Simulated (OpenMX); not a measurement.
## AlN in OpenMX: the effect of dispersion

Crystal: AlN.

```xyz
4
Lattice="3.1130 0.0000 0.0000 -1.5565 2.6959 0.0000 0.0000 0.0000 4.9810" Properties=species:S:1:pos:R:3 pbc="T T T"
Al    1.5565    0.8986    2.4905
Al    0.0000    1.7973    0.0000
N     1.5565    0.8986    4.3833
N     0.0000    1.7973    1.8928
```

Alike in all runs:

```yaml
Program: OpenMX 3.8.5
Task: single point
Functional: PBE
Potentials_or_basis: OpenMX 2013 PBE set, Al7.0-s2p2d1, N6.0-s2p2d1, grid cutoff 400 Ry
k_mesh: 7 × 7 × 5
Occupations: fermi-dirac, width 0.05 eV
Spin: no spin polarisation
```

```tsv
dispersion	pressure (GPa)
none	2.8
D3	?
D3(BJ)	-1.4
D4	-1.8
```

Task: What does the run with dispersion D3 give?

Result: Pressure 0.1 GPa.

Caveats: the basis of atomic orbitals isn't converged, which shifts pressures, moduli and gaps.
